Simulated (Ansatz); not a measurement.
# C2H3BrFI, SMILES FCC(Br)I: vertical spin-state energies

Program: the Ansatz DFT code, driven from Python.

Interactive session:
```pycon
>>> import ansatz as az
>>> GEOMETRY = '''
... F    -0.54270    1.13040    1.29480
... C     0.30920    0.35450    0.67280
... C    -0.40090   -0.38950   -0.47250
... Br    0.90290   -1.79090   -1.10710
... I    -0.81270    0.85720   -2.11960
... H     1.15250    0.98960    0.33440
... H     0.71240   -0.32710    1.44480
... H    -1.22860   -0.88140   -0.10330
... '''
>>> molecule = az.Crystal.molecule()
>>> for line in GEOMETRY.strip().splitlines():
...     symbol, *xyz = line.split()
...     molecule = molecule.atom(symbol, [float(v) for v in xyz])
...
>>> calculation = molecule.calculation()
>>> calculation = calculation.basis(gaussian='def2-SVPD').functional('r2SCAN', dispersion='d4')
>>> found = {}
>>> for unpaired in [0, 2]:
...     data = calculation.spin('collinear', total=unpaired).run(threads=1).report
...     s = unpaired / 2
...     found[unpaired] = data['free_energy_ev']
...     print(f'2S+1 = {unpaired + 1}: E = {found[unpaired]:.5f} eV, <S^2> = {abs(data["mean_field"]["state"]["spin_squared"]):.3f} (pure state {s * (s + 1):.2f})')
...
2S+1 = 1: E = -82975.11935 eV, <S^2> = 0.000 (pure state 0.00)
2S+1 = 3: E = -82971.25643 eV, <S^2> = 2.007 (pure state 2.00)
>>> lowest = min(found, key=found.get)
>>> for unpaired, e in found.items():
...     print(f'multiplicity {unpaired + 1}: {96.485332 * (e - found[lowest]):.1f} kJ/mol above the lowest')
...
multiplicity 1: 0.0 kJ/mol above the lowest
multiplicity 3: 372.7 kJ/mol above the lowest
```

In order: multiplicity 1 (+0.00 eV) and multiplicity 3 (+3.86 eV), all at the one geometry.

Caveats:
- Total energies depend on the basis set; only differences at equal settings carry meaning.
- The geometry is a force-field or estimated start, not a minimum of this method, and the basis set is short of its limit. All parts are taken at fixed geometry, without zero-point energy.
- def2 sets replace the cores of elements past krypton by effective core potentials.
- Spin-orbit coupling, which mixes and shifts the spin states of heavy atoms, is left out.
- It ran for 110 s on 1 thread of Arm Neoverse V1, with other jobs on the host, peak memory 0.49 GiB.
